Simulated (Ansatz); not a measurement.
**UPBE0/def2-TZVP run of CH5Ge (SMILES [CH3][GeH2])**

What is the electronic atomisation energy of CH5Ge at UPBE0/def2-TZVP? 

The results are computed with Ansatz 0.2.0.

36 further runs of the same task are left out: 36 set aside as unsound or not needed.

## 1. Starting point

The species is CH5Ge (7 atoms), meant as a doublet with charge 0. As SMILES, `[CH3][GeH2]`. The shape is that of a PBE0-D4/def2-TZVP optimisation.

Bond lengths: C1–Ge2 1.960 Å, C1–H3 1.090 Å, C1–H4 1.090 Å, C1–H5 1.093 Å, Ge2–H6 1.546 Å, Ge2–H7 1.546 Å. Angles: C1–Ge2–H6 111.3°, C1–Ge2–H7 111.3°, Ge2–C1–H3 110.3°, Ge2–C1–H4 110.3°, Ge2–C1–H5 109.7°, H6–Ge2–H7 109.5°, H3–C1–H4 109.0°, H3–C1–H5 108.8°, H4–C1–H5 108.8°.

## 2. The energy at UPBE0/def2-TZVP

Input file run.yaml:

```yaml
basis:
  gaussian: {orbitals: def2-TZVP}
crystal:
  periodic: [false, false, false]
  atoms:
    - {symbol: C, position_ang: [-0.247600, -0.809300, -0.206400]}
    - {symbol: Ge, position_ang: [0.396000, 0.824800, 0.663000]}
    - {symbol: H, position_ang: [-1.153200, -1.166400, 0.283800]}
    - {symbol: H, position_ang: [0.513100, -1.588100, -0.157000]}
    - {symbol: H, position_ang: [-0.473200, -0.603400, -1.255600]}
    - {symbol: H, position_ang: [-0.673100, 1.940800, 0.621200]}
    - {symbol: H, position_ang: [1.699200, 1.333700, 0.005300]}
magnetization: {spin_polarized: true, initial_magnetization: 1}
hamiltonian: {xc: {name: PBE0}}
accuracy: high
output: {orbitals: {seedname: orbitals}}
```

Started as:

```
$ ansatz run run.yaml --threads 1 --pin off --max-ram 3480MiB --events-out events.jsonl --progress --plain --runs-dir runs
```

The log of the run:

```text
Warning: RAYON_NUM_THREADS=1 ignored (pool sized by the plan → 1); use --threads N
Functional definition: PBE0
  name "PBE0"
  parameter a = 0.25
  parameter kappa = 0.804
  parameter beta = 0.06672455060314922
  exchange = (1 - a)*pbe_x(kappa = kappa, mu = beta*pi^2/3) + a*exact_x
  correlation = pbe_c(beta = beta)
1947 factors; integrals over basis functions are off by at most 4.7e-9 eV
mean field evaluation 1: about -57622.0315 eV, gradient 3.5e1 eV
mean field evaluation 2: about -57618.5375 eV, gradient 4.1e1 eV
mean field evaluation 4: about -57627.4035 eV, gradient 8.1e-1 eV
mean field evaluation 8: about -57627.4190 eV, gradient 2.6e-2 eV
mean field evaluation 16: about -57627.4190 eV, gradient 6.2e-6 eV
mean field -57627.41902063 eV, -2117.7685877407 hartree, gradient 3.4e-8 eV, S^2 0.751927; 0 other end points of the search recorded, 0 dependent functions left out
reference -57627.41902322 eV, -2117.7685878358 hartree; 22, 21 occupied and 87, 88 virtual orbitals, 1947 factors
Total energy: -57627.41902322 eV, -2117.7685878358 hartree
```

Wall time 13 s (1 thread of Arm Neoverse V2, shared host); peak memory 0.44 GiB.

## 3. The C atom, same level

Input file in.yaml:

```yaml
crystal:
  periodic: [false, false, false]
  atoms:
    - {symbol: C, position_ang: [0.000000, 0.000000, 0.000000]}
basis:
  gaussian:
    orbitals: def2-TZVP
magnetization:
  spin_polarized: true
  initial_magnetization: 2
hamiltonian:
  xc: {name: PBE0}
accuracy: high
```

Run the same way, it converges to -37.80537 Eh (log not shown).

## 4. The Ge atom

Input file input.yaml:

```yaml
crystal:
  periodic: [false, false, false]
  atoms:
    - symbol: Ge
      position_ang: [0.000000, 0.000000, 0.000000]
basis:
  gaussian:
    orbitals: def2-TZVP
magnetization:
  spin_polarized: true
  initial_magnetization: 2
hamiltonian:
  xc: pbe0
accuracy: high
```

Started as:

```
$ ansatz run input.yaml --threads 1 --pin off --max-ram 3480MiB --events-out events.jsonl --progress --plain --runs-dir runs
```

The log of the run, cut to the lines that bear on the results:

```text
Warning: RAYON_NUM_THREADS=1 ignored (pool sized by the plan → 1); use --threads N
[... 7 set-up lines as earlier in the session ...]
486 factors; integrals over basis functions are off by at most 4.4e-9 eV
mean field evaluation 1: about -56508.5906 eV, gradient 6.1e0 eV
mean field evaluation 2: about -56508.6332 eV, gradient 5.3e0 eV
mean field evaluation 4: about -56508.6645 eV, gradient 1.1e-1 eV
mean field evaluation 8: about -56508.6657 eV, gradient 7.3e-4 eV
mean field evaluation 16: about -56508.6657 eV, gradient 4.7e-8 eV
mean field -56508.66570993 eV, -2076.6551618906 hartree, gradient 1.7e-8 eV, S^2 2.003394; 0 other end points of the search recorded, 0 dependent functions left out
reference -56508.66571143 eV, -2076.6551619458 hartree; 17, 15 occupied and 31, 33 virtual orbitals, 486 factors
Total energy: -56508.66571143 eV, -2076.6551619458 hartree
```

Run time: 1.8 s. Hardware: 1 thread of Arm Neoverse V2, shared host; peak memory 0.11 GiB.

## 5. The H atom

Input file job.yaml:

```yaml
basis:
  gaussian: {orbitals: def2-TZVP}
crystal:
  periodic: [false, false, false]
  atoms:
    - {symbol: H, position_ang: [0.000000, 0.000000, 0.000000]}
magnetization: {spin_polarized: true, initial_magnetization: 1}
hamiltonian: {xc: {name: PBE0}}
accuracy: high
```

Run the same way, it converges to -0.50104 Eh (log not shown).

## 6. Outcome

Level: UPBE0/def2-TZVP.

| quantity | value |
| --- | --- |
| molecule: total energy | -2117.76859 Eh |
| molecule: HOMO energy (highest over α and β) | -5.86 eV |
| molecule: LUMO energy (lowest over α and β) | -2.35 eV |
| molecule: ⟨S²⟩ | 0.752 |
| C atom: total energy | -37.80537 Eh |
| C atom: ⟨S²⟩ | 2.004 |
| Ge atom: total energy | -2076.65516 Eh |
| Ge atom: ⟨S²⟩ | 2.003 |
| H atom: total energy | -0.50104 Eh |
| H atom: ⟨S²⟩ | 0.750 |
| electronic atomisation energy | 21.847 eV |

**Reading.** Taking the molecule apart into free atoms costs 21.85 eV (504 kcal/mol), before zero-point energy and without spin-orbit coupling.
